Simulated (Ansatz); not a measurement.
# WH3+ (septet): the correlation ladder, def2-SVP

One table from this session's results is given with a row withheld; the runs are named, their logs left out.

The runs use Ansatz 0.2.0, Gaussian basis; def2-SVP, core rule «outside noble gas», up to 4 orbitals frozen.

Plan: UHF; CCSD(T) on ROHF; CCSD(T) on UHF; CISD as a restricted active space (open shells left free, so some higher excitations enter); CCSDT(Q) on ROHF; CCSDT(Q) on UHF; CASSCF and MRCISD+Q, 8 electrons in 9 orbitals; CASSCF and NEVPT2, 8 electrons in 9 orbitals.

24 further runs of the same task are left out: 5 for a known fault of the program, 7 that didn't finish, 12 set aside as unsound or not needed. Runs told in other sessions of the task aren't counted.

### The system

The geometry is a PBE0/def2-TZVP stationary point (not a proven minimum) of the parent state, kept for this charge and spin. No spin-orbit coupling is included. Elements past krypton take def2 core potentials.

4 atoms, charge 1, spin multiplicity 7.

Atoms are counted from 1 here; the program's logs count them from 0.

Bond lengths: W1–H2 1.697 Å, W1–H3 1.809 Å, W1–H4 1.809 Å. Angles: H2–W1–H3 90.2°, H2–W1–H4 90.2°, H3–W1–H4 179.6°.

The first run:

in.yaml

```yaml
crystal:
  periodic: [false, false, false]
  atoms:
    - {symbol: W, position_ang: [0.000000, -0.009090, 0.000000]}
    - {symbol: H, position_ang: [0.000000, 1.688316, 0.000000]}
    - {symbol: H, position_ang: [0.000000, -0.015207, 1.808801]}
    - {symbol: H, position_ang: [0.000000, -0.015207, -1.808801]}
basis:
  gaussian: {orbitals: def2-SVP}
total_charge: 1
magnetization: {spin_polarized: true, initial_magnetization: 6}
hamiltonian: {xc: hf}
output: {orbitals: {seedname: orbitals}}
```

The run is started by

```sh
> ansatz run in.yaml --threads 1 --pin off --events-out ev --progress --plain --max-ram 2393MiB
```

Steps of the session up to this table: UHF; CCSD(T) on ROHF; CCSD(T) on UHF; CISD as a restricted active space (open shells left free, so some higher excitations enter); CCSDT(Q) on ROHF; CCSDT(Q) on UHF; CASSCF and MRCISD+Q, 8 electrons in 9 orbitals; CASSCF and NEVPT2, 8 electrons in 9 orbitals.

One table of the session follows, with a row left open; its other results are not shown here.

It belongs to the step «Misses and costs». 

```
          method  from RCCSDT(Q) (kJ/mol)
             UHF                   +266.2
            RMP2                    +61.1
            UMP2                    +63.6
           RCCSD                    +11.7
           UCCSD                     +9.4
        RCCSD(T)                        ?
        UCCSD(T)                     -0.2
          RCCSDT                     +0.5
          UCCSDT                     -4.6
       RCCSDT(Q)                        0
       UCCSDT(Q)                     -5.0
  CASSCF valence                   +215.6
  NEVPT2 valence                    +63.4
  MRCISD valence                    +21.1
MRCISD+Q valence                    +13.3
```

**Question.** Estimate the row for RCCSD(T).

The run gave: from RCCSDT(Q) (kJ/mol): +2.7. In the column «from RCCSDT(Q) (kJ/mol)» it lies between RCCSDT (+0.5) and UCCSD (+9.4).

Not comparable, so not listed: CISD as a restricted active space (open shells left free, so some higher excitations enter) (they don't share determinant, frozen orbitals or solution with the rows shown, or repeat one).

To keep in mind: The report flags that the cluster equations may have other roots. Left out of the table: ROHF (another determinant or state than the rows shown). The program flags RCCSD(T), RCCSDT(Q) as in doubt, so the zero of the table is itself unsure. Warnings: coupled cluster took another determinant than the lowest. Restricted and unrestricted rows rest on different reference determinants; a gap between their highest levels can come from leftover correlation error, from unlike frozen cores or from another state.
